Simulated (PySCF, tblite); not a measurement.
# AlBH₄O₆Si, a small gas-phase stand-in for a defect centre: NMR shifts, core binding energies and electronic excitations

Wanted: the NMR shifts, core binding energies and electronic excitations for `OB(O)O[Si][O][Al]([OH])[OH]`. It is drawn as: twofold Si.

Programs: tblite 0.8.0 and PySCF 2.14.0. All values are calculated, for the isolated system unless a continuum is named. Atoms count from 0, parts from 1.

### 1 Starting point

13 atoms, charge 0, multiplicity 1; geometry: distance geometry start.

### 2 Relaxing the cluster with GFN2-xTB

What the job is given:

```
{"job": {"kind": "relax", "xc": "GFN2-xTB", "basis": "xTB"}, "charge": 0, "multiplicity": 1}
Si     0.625685     0.516572    -1.364316
O      1.601057    -0.263789    -0.116369
B      1.043544    -1.125356     0.973382
O      1.492091    -2.549036     0.948138
O     -0.400156    -0.887708     1.349702
O     -0.563954     1.206526    -2.457173
Al    -2.293360     0.543208    -2.732823
O     -2.792979    -0.862123    -1.604140
O     -3.634216     1.810664    -3.078060
H      2.131875    -2.946986     0.299207
H     -1.005800    -1.564441     1.681516
H     -2.537589    -0.950052    -0.667110
H     -4.158507     2.265431    -2.406519
```

Level: GFN2-xTB geometry optimisation, gas phase.

Started as:

```sh
> OMP_NUM_THREADS=1 python cluster_run.py task.json out
```

The driver reads the jobs from task.json and runs them one after another.

**Question.** The jobs that follow are: PBE0-D3(BJ)/def2-SVP geometry optimisation, gas phase; GIAO PBE0/pcSseg-1 NMR shielding, non-relativistic, gas phase; delta-SCF UKS SCAN, pcX-2 on the ionised atom, pcseg-1 elsewhere, spin-free X2C; TDDFT CAM-B3LYP/def2-SVPD, vertical, gas phase, core orbitals frozen in the response. Predict: point group; rotational constants (main isotopes); ¹H shifts against TMS (PBE0/pcSseg-1); ²⁹Si shifts against TMS (PBE0/pcSseg-1); ¹⁷O shifts against H2O (PBE0/pcSseg-1); ¹¹B shifts against BF3·OEt2 (PBE0/pcSseg-1); ²⁷Al shifts against AlH4- (PBE0/pcSseg-1); O1s binding energies, SCAN/pcX-2 (standing for 3 of 6 atoms); Si2p binding energies, SCAN/pcX-2; B1s binding energies, SCAN/pcX-2; lowest singlet (CAM-B3LYP/def2-SVPD); brightest single state of those computed; lowest triplet; vertical ionisation energy (ΔSCF); vertical electron affinity (ΔSCF).

**Answer**, as computed:

| quantity | value |
| --- | --- |
| point group | C1 |
| rotational constants (main isotopes) | 1.56, 0.99, 0.73 GHz |
| ¹H shifts against TMS (PBE0/pcSseg-1) | 4.41, 3.60, 0.73, 0.62 ppm |
| ²⁹Si shifts against TMS (PBE0/pcSseg-1) | 55.5 ppm |
| ¹⁷O shifts against H2O (PBE0/pcSseg-1) | 247.6, 217.8, 93.6, 90.1, 13.5, 10.1 ppm |
| ¹¹B shifts against BF3·OEt2 (PBE0/pcSseg-1) | 15.3 ppm |
| ²⁷Al shifts against AlH4- (PBE0/pcSseg-1) | -12.4 ppm |
| O1s binding energies, SCAN/pcX-2 (standing for 3 of 6 atoms) | O3 540.04, O1 538.53, O5 537.26 eV |
| Si2p binding energies, SCAN/pcX-2 | Si0 108.11 eV |
| B1s binding energies, SCAN/pcX-2 | B2 199.37 eV |
| lowest singlet (CAM-B3LYP/def2-SVPD) | 5.16 eV (240 nm), f = 0.115 |
| brightest single state of those computed | state 5, 7.18 eV, f = 0.125 |
| lowest triplet | 3.03 eV |
| vertical ionisation energy (ΔSCF) | 9.72 eV |
| vertical electron affinity (ΔSCF) | -0.27 eV (unbound: the value hangs on the basis) |

In words: On relaxing, metal atoms bound new neighbours (O4–Al6). The start of the PBE0/def2-SVP relaxation was shaken at random by about 0.01 Å, so part of the energy gained, and of the first lengths quoted, undoes that. Over 19 steps the energy fell by 0.462 eV; of the close pairs, Si0–O1 changed most, 1.678 to 1.742 Å (PBE0/def2-SVP). At PBE0/pcSseg-1: Shielding is most anisotropic at Si0 (span 490 ppm, paramagnetic term -582 ppm). At SCAN/pcX-2: The O1s levels kept as sound span 2.77 eV, from O5 (oxygen bonded to Al, Si) up to O3 (oxygen bonded to B, H). Only 3 of the 6 O atoms are covered by sound results. The lowest singlet, at 5.16 eV, is HOMO→LUMO 0.98 and is bright; of the 6 states computed, the strongest absorption comes from state 5 at 7.18 eV. The lowest triplet lies 2.14 eV below the lowest singlet (triplets in Tamm-Dancoff, singlets in full TDDFT). ΔSCF puts the ionisation energy at 9.72 eV, 1.00 eV above −ε(HOMO). A capped cluster stands for the solid here, so long-range fields and strain are missing, and bands or shifts of the capping hydrogens have no counterpart in it.
